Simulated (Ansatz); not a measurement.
# Pt3IO: the cost of one run

Computed with Ansatz 0.2.0 (reference: DFT PBE, plane waves, PAW, scalar-relativistic, no spin polarisation, unless a step's input says otherwise).

1 further run of the same task is left out (for a known fault of the program).

**1. The starting structure**

The structure is hexagonal, space group P6_3/mmc (No. 194). Conventional cell: a = 6.322 Å, b = 6.322 Å, c = 5.626 Å, α = 90.00°, β = 90.00°, γ = 120.00°. Pt (site symmetry mm2) is surrounded by 2 O at 2.25 Å and 2 Pt at 3.05 Å and 2 I at 3.16 Å. Around I (site symmetry -6m2) lie 12 Pt at 3.16 to 3.39 Å. O (site symmetry -3m) has 6 Pt at 2.25 Å as nearest neighbours.

Structure file:

```
Pt I O
1.0
     3.16085    5.47475    0.00000
    -3.16085    5.47475    0.00000
     0.00000    0.00000    5.62572
Pt I O
6 2 2
Direct
  0.16078 0.16078 0.25000
  0.83922 0.32156 0.75000
  0.67844 0.16078 0.25000
  0.83922 0.83922 0.75000
  0.16078 0.67844 0.25000
  0.32156 0.83922 0.75000
  0.66667 0.66667 0.25000
  0.33333 0.33333 0.75000
  0.00000 0.00000 0.00000
  0.00000 0.00000 0.50000
```

**2. Reference**

Input file input.yaml:

```yaml
crystal:
  lattice:
    - [3.160847, 5.474746, 0.0]
    - [-3.160847, 5.474746, 0.0]
    - [0.0, 0.0, 5.625716]
  atoms:
    - { symbol: Pt, position: [0.16078, 0.16078, 0.25] }
    - { symbol: Pt, position: [0.83922, 0.32156, 0.75] }
    - { symbol: Pt, position: [0.67844, 0.16078, 0.25] }
    - { symbol: Pt, position: [0.83922, 0.83922, 0.75] }
    - { symbol: Pt, position: [0.16078, 0.67844, 0.25] }
    - { symbol: Pt, position: [0.32156, 0.83922, 0.75] }
    - { symbol: I, position: [0.66667, 0.66666, 0.25] }
    - { symbol: I, position: [0.33333, 0.33334, 0.75] }
    - { symbol: O, position: [0.0, 0.0, 0.0] }
    - { symbol: O, position: [0.0, 0.0, 0.5] }
  symmetry: { tolerance: 0.0003 }
kpoints:
  mp_grid: { grid: [4, 4, 3], shift: [0, 0, 0] }
magnetization:
  spin_polarized: false
scf:
  occupations: { method: gaussian, width: 0.0144 }
hamiltonian:
  pseudopotentials: { kind: paw }
  xc: pbe
basis:
  ecutwfc: 420
output:
  forces: true
  stress: true
  eigenvalues: true
  write_density: true
  write_potential: true
  elf: true
  volumetric_format: npy
```

Started as:

```sh
ansatz run input.yaml --threads 1 --pin off --max-ram 2560MiB --backend cpu --events-out ev --progress --plain --runs-dir out
```

**Question.** How long does this run take on 1 thread of Arm Neoverse V2, shared host, and how much memory does it need?

About 9.5 s, with a peak of 0.49 GiB.
